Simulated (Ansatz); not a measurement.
**Ga2F (doublet): one geometry, many settings**

What do other methods and options give for Ga2F (doublet) at this geometry, and how long do they take?

Computed with Ansatz 0.2.0, Gaussian basis. Level: the settings change from run to run.

29 further runs of the same task are left out: 8 for a known fault of the program, 10 that didn't finish, 11 set aside as unsound or not needed.

## Step 1: What is computed

The geometry is a PBE0/def2-TZVP stationary point (not a proven minimum). No spin-orbit coupling is included. The filled d shell of Ga may be among the frozen orbitals whatever the setting's name suggests; the logs give the count.

3 atoms, charge 0, spin multiplicity 2.

Atoms are counted from 1 here; the program's logs count them from 0.

Bond lengths: F1–Ga2 2.024 Å, F1–Ga3 2.024 Å. Angles: Ga2–F1–Ga3 90.2°.

## Step 2: BCCD/cc-pVDZ

Contents of in.yaml:

```yaml
crystal:
  periodic: [false, false, false]
  atoms:
    - {symbol: F, position_ang: [0.000000, -1.257606, 0.000000]}
    - {symbol: Ga, position_ang: [0.000000, 0.171339, 1.432973]}
    - {symbol: Ga, position_ang: [0.000000, 0.171339, -1.432973]}
basis:
  gaussian: {orbitals: cc-pVDZ}
magnetization: {spin_polarized: true, initial_magnetization: 1}
hamiltonian: {xc: {name: B3LYP}, pseudopotentials: {relativity: scalar}}
correlation: {method: bccd, electrons: outside_noble_gas}
```

Launch:

```bash
ansatz run in.yaml --threads 1 --pin off --events-out ev --progress --plain --max-ram 2393MiB
```

Output:

```text
Functional definition: B3LYP
  name "B3LYP"
  cite "Stephens, Devlin, Chabalowski & Frisch, J. Phys. Chem. 98, 11623 (1994) doi:10.1021/j100096a001"
  cite "Becke, Phys. Rev. A 38, 3098 (1988) doi:10.1103/PhysRevA.38.3098"
  cite "Lee, Yang & Parr, Phys. Rev. B 37, 785 (1988) doi:10.1103/PhysRevB.37.785"
  cite "Vosko, Wilk & Nusair, Can. J. Phys. 58, 1200 (1980) doi:10.1139/p80-159"
  parameter a0 = 0.2
  parameter ax = 0.72
  parameter ac = 0.81
  exchange = (1 - a0 - ax)*slater_x + ax*b88_x + a0*exact_x
  correlation = (1 - ac)*vwn_rpa_c + ac*lyp_c
783 factors; integrals over basis functions are off by at most 6.2e-4 eV
mean field evaluation 1: about -108293.5368 eV, gradient 2.6e1 eV
mean field evaluation 2: about -108293.5472 eV, gradient 2.6e1 eV
mean field evaluation 4: about -108295.7959 eV, gradient 1.4e0 eV
mean field evaluation 8: about -108295.8130 eV, gradient 4.5e-2 eV
mean field evaluation 16: about -108295.8130 eV, gradient 2.7e-5 eV
mean field evaluation 32: about -108295.8100 eV, gradient 1.3e-1 eV
mean field -108295.81299706 eV, -3979.7977221035 hartree, gradient 8.1e-7 eV, S^2 0.754111; 6 other end points of the search recorded, 0 dependent functions left out
29 core orbitals not correlated, not the lowest: weight in the atoms' cores, before any rotation towards them, 0.987 or more for the frozen orbitals, at most 0.015 for the correlated occupied ones
reference -108193.76401515 eV, -3976.0474911895 hartree; 7, 6 occupied and 32, 33 virtual orbitals, 783 factors
second order -8.05648759 eV of doubles, -0.38858138 eV of singles
cycle   1  -8.09224871 eV  change    3.4e-1 eV  update   1.3e-1
cycle   2  -8.46476245 eV  change   -3.7e-1 eV  update   7.5e-2
cycle   3  -8.59886427 eV  change   -1.3e-1 eV  update   2.1e-2
cycle   4  -8.60379823 eV  change   -4.9e-3 eV  update   6.3e-3
cycle   5  -8.60565947 eV  change   -1.9e-3 eV  update   2.8e-3
cycle   6  -8.60581601 eV  change   -1.6e-4 eV  update   1.3e-3
cycle   7  -8.60548292 eV  change    3.3e-4 eV  update   6.4e-4
cycle   8  -8.60552292 eV  change   -4.0e-5 eV  update   2.9e-4
cycle   9  -8.60558812 eV  change   -6.5e-5 eV  update   1.2e-4
cycle  10  -8.60553135 eV  change    5.7e-5 eV  update   5.5e-5
cycle  11  -8.60552840 eV  change    3.0e-6 eV  update   2.8e-5
cycle  12  -8.60552985 eV  change   -1.4e-6 eV  update   1.2e-5
Total energy: -108202.36954500 eV, -3976.3637385784 hartree
Relativity: scalar
```

Wall time 12 s (1 thread of Arm Neoverse V2, shared host).

From the report: ⟨S²⟩ of the determinant 0.754 (pure doublet: 0.75); correlation -8.6055 eV; largest double amplitude 0.06.

## Step 3: CCSD/cc-pVDZ

in.yaml: that of step 2 with these lines changed.

```diff
@@ -9,3 +9,3 @@
 magnetization: {spin_polarized: true, initial_magnetization: 1}
-hamiltonian: {xc: {name: B3LYP}, pseudopotentials: {relativity: scalar}}
-correlation: {method: bccd, electrons: outside_noble_gas}
+hamiltonian: {xc: {name: PBE0}}
+correlation: {method: ccsd, electrons: outside_noble_gas}
```

Same command.

Output:

```text
Functional definition: PBE0
  name "PBE0"
  cite "Adamo & Barone, J. Chem. Phys. 110, 6158 (1999) doi:10.1063/1.478522"
  cite "Perdew, Burke & Ernzerhof, Phys. Rev. Lett. 77, 3865 (1996) doi:10.1103/PhysRevLett.77.3865"
  parent pbe
  parameter a = 0.25
  parameter kappa = 0.804
  parameter beta = 0.06672455060314922
  exchange = (1 - a)*pbe_x(kappa = kappa, mu = beta*pi^2/3) + a*exact_x
  correlation = pbe_c(beta = beta)
783 factors; integrals over basis functions are off by at most 6.0e-4 eV
mean field evaluation 1: about -107453.8916 eV, gradient 2.4e1 eV
mean field evaluation 2: about -107453.9186 eV, gradient 2.4e1 eV
mean field evaluation 4: about -107455.9714 eV, gradient 9.6e-1 eV
mean field evaluation 8: about -107455.9852 eV, gradient 4.1e-2 eV
mean field evaluation 16: about -107455.9852 eV, gradient 8.6e-5 eV
mean field evaluation 32: about -107455.9852 eV, gradient 4.9e-7 eV
mean field -107455.98521957 eV, -3948.9346205364 hartree, gradient 4.9e-7 eV, S^2 0.758034; 2 other end points of the search recorded, 0 dependent functions left out
29 core orbitals not correlated, not the lowest: weight in the atoms' cores, before any rotation towards them, 0.987 or more for the frozen orbitals, at most 0.015 for the correlated occupied ones
reference -107373.35796348 eV, -3945.8981248818 hartree; 7, 6 occupied and 32, 33 virtual orbitals, 783 factors
second order -7.98443318 eV of doubles, -0.32056026 eV of singles
cycle   1  -7.99734502 eV  change    2.9e-1 eV  update   1.3e-1
cycle   2  -8.36528275 eV  change   -3.7e-1 eV  update   6.5e-2
cycle   3  -8.48971783 eV  change   -1.2e-1 eV  update   2.0e-2
cycle   4  -8.49081158 eV  change   -1.1e-3 eV  update   5.9e-3
cycle   5  -8.49162026 eV  change   -8.1e-4 eV  update   2.7e-3
cycle   6  -8.49284678 eV  change   -1.2e-3 eV  update   1.2e-3
cycle   7  -8.49250481 eV  change    3.4e-4 eV  update   5.4e-4
cycle   8  -8.49249121 eV  change    1.4e-5 eV  update   2.2e-4
cycle   9  -8.49259162 eV  change   -1.0e-4 eV  update   1.1e-4
cycle  10  -8.49255768 eV  change    3.4e-5 eV  update   5.1e-5
cycle  11  -8.49256503 eV  change   -7.4e-6 eV  update   2.7e-5
cycle  12  -8.49256481 eV  change    2.2e-7 eV  update   1.0e-5
Total energy: -107381.85052829 eV, -3946.2102208822 hartree
```

It took 6.5 s on 1 thread of Arm Neoverse V2, shared host.

From the report: ⟨S²⟩ of the determinant 0.758 (pure doublet: 0.75); correlation -8.4926 eV; T1 0.017; largest double amplitude 0.06. The orbitals are Kohn-Sham ones, so correlation energy and T1 don't compare with those on Hartree-Fock orbitals.

## Step 4: CASSCF(7,4)/cc-pVDZ

Contents of in.yaml:

```yaml
crystal:
  periodic: [false, false, false]
  atoms:
    - {symbol: F, position_ang: [0.000000, -1.257606, 0.000000]}
    - {symbol: Ga, position_ang: [0.000000, 0.171339, 1.432973]}
    - {symbol: Ga, position_ang: [0.000000, 0.171339, -1.432973]}
basis:
  gaussian: {orbitals: cc-pVDZ}
magnetization: {spin_polarized: false, initial_magnetization: 1}
correlation: {active_space: {window: {electrons: 7, orbitals: 4}}}
output: {forces: true}
```

The command is unchanged.

Output:

```text
Functional definition: HF
  name "HF"
  cite "Fock, Z. Phys. 61, 126 (1930) doi:10.1007/BF01340294"
  parent pbe
  exchange = exact_x
  correlation = 0
783 factors; integrals over basis functions are off by at most 6.0e-4 eV
mean field evaluation 1: about -107372.1801 eV, gradient 2.9e1 eV
mean field evaluation 2: about -107372.2001 eV, gradient 2.9e1 eV
mean field evaluation 4: about -107373.9447 eV, gradient 1.2e0 eV
mean field evaluation 8: about -107373.9714 eV, gradient 8.5e-2 eV
mean field evaluation 16: about -107373.3236 eV, gradient 1.2e-1 eV
mean field evaluation 32: about -107373.6310 eV, gradient 1.8e0 eV
mean field -107373.97168227 eV, -3945.9206786313 hartree, gradient 2.7e-6 eV, S^2 0.750000; 6 other end points of the search recorded, 0 dependent functions left out
reference -107373.97168227 eV, -3945.9206786313 hartree; 36, 35 occupied and 32, 33 virtual orbitals, 783 factors
state -107373.97168227 eV, -3945.9206786313 hartree
the calculation of the forces begins
Total energy: -107373.97168227 eV, -3945.9206786313 hartree
Atom 0 at     0.000000    -1.257606     0.000000 Å, force     0.000000     0.215165     0.000000 eV/Å
Atom 1 at     0.000000     0.171339     1.432973 Å, force    -0.000000    -0.107582     0.316316 eV/Å
Atom 2 at     0.000000     0.171339    -1.432973 Å, force    -0.000000    -0.107582    -0.316316 eV/Å
Dipole moment:    -0.000000     0.220343     0.000000 e Å
```

It took 26 s on 1 thread of Arm Neoverse V2, shared host.

From the report: 4 determinants; active occupations 2.00, 2.00, 2.00, 1.00. With so small a space the active step adds no correlation: the energy is the mean field's.

## Step 5: CCSD on UHF/cc-pVDZ

in.yaml: that of step 4 with these lines changed.

```diff
@@ -8,4 +8,4 @@
   gaussian: {orbitals: cc-pVDZ}
-magnetization: {spin_polarized: false, initial_magnetization: 1}
-correlation: {active_space: {window: {electrons: 7, orbitals: 4}}}
+magnetization: {spin_polarized: true, initial_magnetization: 1}
+correlation: {method: ccsd, electrons: outside_noble_gas, diis_vectors: 1}
 output: {forces: true}
```

Launched as before.

Output:

```text
Functional definition: HF
  name "HF"
  cite "Fock, Z. Phys. 61, 126 (1930) doi:10.1007/BF01340294"
  parent pbe
  exchange = exact_x
  correlation = 0
783 factors; integrals over basis functions are off by at most 6.0e-4 eV
mean field evaluation 1: about -107372.2092 eV, gradient 2.0e1 eV
mean field evaluation 2: about -107372.2303 eV, gradient 2.0e1 eV
mean field evaluation 4: about -107374.0444 eV, gradient 1.4e0 eV
mean field evaluation 8: about -107374.1144 eV, gradient 2.9e-1 eV
mean field evaluation 16: about -107373.1736 eV, gradient 1.7e1 eV
mean field evaluation 32: about -107373.3845 eV, gradient 1.3e-6 eV
mean field evaluation 64: about -107373.8547 eV, gradient 2.1e0 eV
mean field evaluation 96: about -107373.3844 eV, gradient 3.6e-2 eV
mean field evaluation 128: about -107371.3351 eV, gradient 1.1e-1 eV
mean field evaluation 160: about -107373.3732 eV, gradient 4.2e-1 eV
mean field evaluation 192: about -107371.9615 eV, gradient 3.9e-4 eV
mean field evaluation 224: about -107371.0976 eV, gradient 8.5e-3 eV
mean field evaluation 256: about -107371.9433 eV, gradient 4.1e-1 eV
mean field evaluation 288: about -107371.3359 eV, gradient 5.5e-4 eV
mean field -107374.11942855 eV, -3945.9261082070 hartree, gradient 2.6e-6 eV, S^2 0.808280; 13 other end points of the search recorded, 0 dependent functions left out
determinant -107374.11942855 eV, -3945.9261082070 hartree, with singles and doubles -107382.22577325 eV, -3946.2240108803 hartree
determinant -107373.38451828 eV, -3945.8991007527 hartree, with singles and doubles -107381.61642820 eV, -3946.2016178625 hartree
determinant -107371.96151416 eV, -3945.8468063161 hartree, with singles and doubles -107380.35491064 eV, -3946.1552579473 hartree
determinant -107371.33588953 eV, -3945.8238150349 hartree, with singles and doubles -107379.78471033 eV, -3946.1343034722 hartree
determinant -107371.09761457 eV, -3945.8150585915 hartree, with singles and doubles -107379.57071119 eV, -3946.1264391492 hartree
29 core orbitals not correlated, not the lowest: weight in the atoms' cores, before any rotation towards them, 0.986 or more for the frozen orbitals, at most 0.016 for the correlated occupied ones
reference -107374.11942855 eV, -3945.9261082070 hartree; 7, 6 occupied and 32, 33 virtual orbitals, 783 factors
second order -7.45275329 eV of doubles, -0.00000000 eV of singles
cycle   1  -8.10805114 eV  change   -1.7e-3 eV  update   1.7e-3
cycle   2  -8.10776128 eV  change    2.9e-4 eV  update   1.1e-3
cycle   3  -8.10807025 eV  change   -3.1e-4 eV  update   6.4e-4
cycle   4  -8.10798869 eV  change    8.2e-5 eV  update   4.1e-4
cycle   5  -8.10820268 eV  change   -2.1e-4 eV  update   2.8e-4
cycle   6  -8.10822598 eV  change   -2.3e-5 eV  update   2.0e-4
cycle   7  -8.10841241 eV  change   -1.9e-4 eV  update   1.4e-4
cycle   8  -8.10835652 eV  change    5.6e-5 eV  update   9.2e-5
cycle   9  -8.10841664 eV  change   -6.0e-5 eV  update   6.5e-5
cycle  10  -8.10840913 eV  change    7.5e-6 eV  update   4.9e-5
cycle  11  -8.10845330 eV  change   -4.4e-5 eV  update   3.5e-5
cycle  12  -8.10843426 eV  change    1.9e-5 eV  update   2.4e-5
cycle  13  -8.10845121 eV  change   -1.7e-5 eV  update   1.7e-5
cycle  14  -8.10844659 eV  change    4.6e-6 eV  update   1.3e-5
cycle  15  -8.10845652 eV  change   -9.9e-6 eV  update   9.7e-6
cycle  16  -8.10845076 eV  change    5.8e-6 eV  update   6.8e-6
cycle  17  -8.10845589 eV  change   -5.1e-6 eV  update   4.7e-6
cycle  18  -8.10845412 eV  change    1.8e-6 eV  update   3.6e-6
cycle  19  -8.10845629 eV  change   -2.2e-6 eV  update   2.7e-6
cycle  20  -8.10845472 eV  change    1.6e-6 eV  update   1.9e-6
cycle  21  -8.10845633 eV  change   -1.6e-6 eV  update   1.3e-6
cycle  22  -8.10845570 eV  change    6.3e-7 eV  update   9.8e-7
cycle  23  -8.10845610 eV  change   -4.0e-7 eV  update   7.4e-7
cycle  24  -8.10845583 eV  change    2.6e-7 eV  update   5.5e-7
cycle  25  -8.10845624 eV  change   -4.0e-7 eV  update   3.6e-7
cycle  26  -8.10845603 eV  change    2.1e-7 eV  update   2.7e-7
the calculation of the forces begins
Total energy: -107382.22788458 eV, -3946.2240884699 hartree
Atom 0 at     0.000000    -1.257606     0.000000 Å, force     0.000000     0.032329    -0.000000 eV/Å
Atom 1 at     0.000000     0.171339     1.432973 Å, force    -0.000000    -0.016165     0.216464 eV/Å
Atom 2 at     0.000000     0.171339    -1.432973 Å, force     0.000000    -0.016165    -0.216464 eV/Å
Dipole moment:    -0.000000     0.174354     0.000000 e Å
```

It took 20 s on 1 thread of Arm Neoverse V2, shared host.

From the report: ⟨S²⟩ of the determinant 0.808 (pure doublet: 0.75); correlation -8.1085 eV; T1 0.025; largest double amplitude 0.06.

## Step 6: CCSD on ROHF/cc-pVDZ

in.yaml: that of step 5 with these lines changed.

```diff
@@ -8,4 +8,5 @@
   gaussian: {orbitals: cc-pVDZ}
-magnetization: {spin_polarized: true, initial_magnetization: 1}
-correlation: {method: ccsd, electrons: outside_noble_gas, diis_vectors: 1}
+magnetization: {spin_polarized: false, initial_magnetization: 1}
+correlation: {method: ccsd, electrons: outside_noble_gas}
+scf: {lower_state_search: full}
 output: {forces: true}
```

Same command.

Output:

```text
Functional definition: HF
  name "HF"
  cite "Fock, Z. Phys. 61, 126 (1930) doi:10.1007/BF01340294"
  parent pbe
  exchange = exact_x
  correlation = 0
783 factors; integrals over basis functions are off by at most 6.0e-4 eV
mean field evaluation 1: about -107372.1801 eV, gradient 2.9e1 eV
mean field evaluation 2: about -107372.2001 eV, gradient 2.9e1 eV
mean field evaluation 4: about -107373.9447 eV, gradient 1.2e0 eV
mean field evaluation 8: about -107373.9714 eV, gradient 8.5e-2 eV
mean field evaluation 16: about -107373.9176 eV, gradient 1.2e0 eV
mean field evaluation 32: about -107373.3825 eV, gradient 4.5e-1 eV
mean field evaluation 64: about -107296.8476 eV, gradient 2.4e2 eV
mean field evaluation 96: about -107335.1118 eV, gradient 2.3e2 eV
mean field evaluation 128: about -107373.4866 eV, gradient 1.1e1 eV
mean field evaluation 160: about -107373.9362 eV, gradient 1.1e0 eV
mean field evaluation 192: about -107373.9705 eV, gradient 3.0e-1 eV
mean field evaluation 224: about -107371.2590 eV, gradient 2.9e0 eV
mean field evaluation 256: about -107371.0595 eV, gradient 3.4e-1 eV
mean field evaluation 288: about -107371.9019 eV, gradient 3.8e-3 eV
mean field evaluation 320: about -107373.8088 eV, gradient 2.9e0 eV
mean field evaluation 352: about -107371.6089 eV, gradient 2.4e0 eV
mean field evaluation 384: about -107365.7029 eV, gradient 2.4e1 eV
mean field -107373.97168227 eV, -3945.9206786313 hartree, gradient 2.7e-6 eV, S^2 0.750000; 17 other end points of the search recorded, 0 dependent functions left out
mean field evaluation 416: about -107374.1194 eV, gradient 2.3e-4 eV
mean field evaluation 448: about -107373.3845 eV, gradient 9.1e-4 eV
determinant -107373.97168227 eV, -3945.9206786313 hartree, with singles and doubles -107382.22159300 eV, -3946.2238572586 hartree
determinant -107373.32371066 eV, -3945.8968661140 hartree, with singles and doubles -107381.61375797 eV, -3946.2015197333 hartree
determinant -107371.90193378 eV, -3945.8446167774 hartree, with singles and doubles -107380.35255257 eV, -3946.1551712897 hartree
determinant -107371.26546991 eV, -3945.8212271615 hartree, with singles and doubles -107379.78233976 eV, -3946.1342163557 hartree
determinant -107371.06093407 eV, -3945.8137106080 hartree, with singles and doubles -107379.56810814 eV, -3946.1263434889 hartree
29 core orbitals not correlated, not the lowest: weight in the atoms' cores, before any rotation towards them, 0.985 or more for the frozen orbitals, at most 0.016 for the correlated occupied ones
reference -107373.97168227 eV, -3945.9206786313 hartree; 7, 6 occupied and 32, 33 virtual orbitals, 783 factors
second order -7.57210149 eV of doubles, -0.05344136 eV of singles
cycle   1  -8.25047589 eV  change   -5.7e-4 eV  update   1.7e-3
cycle   2  -8.25005455 eV  change    4.2e-4 eV  update   1.2e-3
cycle   3  -8.25005090 eV  change    3.7e-6 eV  update   6.2e-4
cycle   4  -8.25032789 eV  change   -2.8e-4 eV  update   1.8e-4
cycle   5  -8.25053506 eV  change   -2.1e-4 eV  update   7.0e-5
cycle   6  -8.25053665 eV  change   -1.6e-6 eV  update   2.9e-5
cycle   7  -8.25053270 eV  change    4.0e-6 eV  update   1.3e-5
cycle   8  -8.25051598 eV  change    1.7e-5 eV  update   4.7e-6
cycle   9  -8.25051303 eV  change    3.0e-6 eV  update   1.7e-6
cycle  10  -8.25051457 eV  change   -1.5e-6 eV  update   8.1e-7
cycle  11  -8.25051516 eV  change   -5.9e-7 eV  update   2.9e-7
the calculation of the forces begins
Total energy: -107382.22219743 eV, -3946.2238794710 hartree
Atom 0 at     0.000000    -1.257606     0.000000 Å, force    -0.000000     0.034569    -0.000000 eV/Å
Atom 1 at     0.000000     0.171339     1.432973 Å, force    -0.000000    -0.017285     0.221642 eV/Å
Atom 2 at     0.000000     0.171339    -1.432973 Å, force     0.000000    -0.017285    -0.221642 eV/Å
Dipole moment:     0.000000     0.174643    -0.000000 e Å
```

Wall time 23 s (1 thread of Arm Neoverse V2, shared host).

From the report: correlation -8.2505 eV; T1 0.025; largest double amplitude 0.07.

## Step 7: All runs side by side

Where basis and cores are those of an earlier UCCSDT(Q)/cc-pVDZ run (-107382.4727 eV), and the state is the same kind, the miss against it is given.

```tsv
level	correlated	functions	energy (eV)	from UCCSDT(Q) (meV)	time
BCCD/cc-pVDZ (on B3LYP orbitals, relativity set)	outside noble gas	68	-108202.3695		12 s
CCSD/cc-pVDZ (on PBE0 orbitals)	outside noble gas	68	-107381.8505	622.2	6.5 s
CASSCF(7,4)/cc-pVDZ		68	-107373.9717	8501.1	26 s
CCSD on UHF/cc-pVDZ	outside noble gas	68	-107382.2279	244.9	20 s
CCSD on ROHF/cc-pVDZ	outside noble gas	68	-107382.2222	250.6	23 s
```

## Step 8: What came out

| quantity | value |
| --- | --- |
| runs | 5 |
| quickest | CCSD/cc-pVDZ (on PBE0 orbitals), 6.5 s |
| slowest | CASSCF(7,4)/cc-pVDZ, 26 s |

What this shows: Total energies in different bases, with other cores or another treatment of relativity can't be set against each other. CASSCF(7,4)/cc-pVDZ took 4 times as long as CCSD/cc-pVDZ (on PBE0 orbitals); the jobs differ in more than the method. Among the correlated runs with a miss given, it spans +245 to +622 meV. Hartree-Fock, CASSCF and CASCI lack dynamic correlation by design. Cores frozen from Kohn-Sham orbitals shift the total energy.
